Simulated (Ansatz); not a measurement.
# CAlCl₂NO: small, medium and large basis sets

How large a basis does CAlCl₂NO need? Two functionals are run in growing sets.

The runs use Ansatz 0.2.0, Gaussian basis; one geometry, several basis sets.

Plan: PBE0-D4/def2-SVP; ωB97M-V/def2-SVP; PBE0-D4/def2-QZVPP; ωB97M-V/def2-QZVPP; the functionals' def2-TZVPP values are taken from earlier runs.

## (1) The geometry

All runs share one geometry, relaxed beforehand with PBE0-D4 in a triple-zeta def2 set.

SMILES `O=C=[N][Al]([Cl])[Cl]`, 6 atoms, charge 0, spin multiplicity 1.

Atoms are counted from 1 here; the program's logs count them from 0.

Bond lengths: O1–C2 1.162 Å, C2–N3 1.196 Å, N3–Al4 1.743 Å, Al4–Cl5 2.068 Å, Al4–Cl6 2.068 Å. Angles: O1–C2–N3 180.0°, C2–N3–Al4 179.8°, N3–Al4–Cl5 119.8°, N3–Al4–Cl6 119.8°, Cl5–Al4–Cl6 120.3°.

## (2) PBE0-D4 in def2-SVP

in.yaml

```yaml
crystal:
  periodic: [false, false, false]
  atoms:
    - {symbol: O, position_ang: [-1.816012, 2.045987, 1.146075]}
    - {symbol: C, position_ang: [-1.106036, 1.243299, 0.695959]}
    - {symbol: N, position_ang: [-0.375398, 0.416887, 0.232584]}
    - {symbol: Al, position_ang: [0.692763, -0.784103, -0.441619]}
    - {symbol: Cl, position_ang: [-0.077608, -2.574105, -1.133779]}
    - {symbol: Cl, position_ang: [2.724391, -0.411964, -0.545421]}
basis:
  gaussian: {orbitals: def2-SVP}
hamiltonian: {xc: pbe0, dispersion: d4}
output: {orbitals: {seedname: orbitals}}
```

Command:

```bash
ansatz run in.yaml --threads 4 --pin off --events-out ev --progress --plain --max-ram 10444MiB
```

After this run come: ωB97M-V in def2-SVP; PBE0-D4 in def2-QZVPP; ωB97M-V in def2-QZVPP.

Before running them: what should the planned runs give, taken together? Wanted: PBE0-D4: double and triple zeta above quadruple; ωB97M-V: double and triple zeta above quadruple.

The runs gave:

| quantity | value |
| --- | --- |
| PBE0-D4: double and triple zeta above quadruple | 17.40, 1.17 eV |
| ωB97M-V: double and triple zeta above quadruple | 17.32, 1.10 eV |

For PBE0-D4 the step from double to triple zeta gains 16.23 eV and the next only 1.17 eV. Total energies overstate the basis error of differences, where much of it tends to cancel.
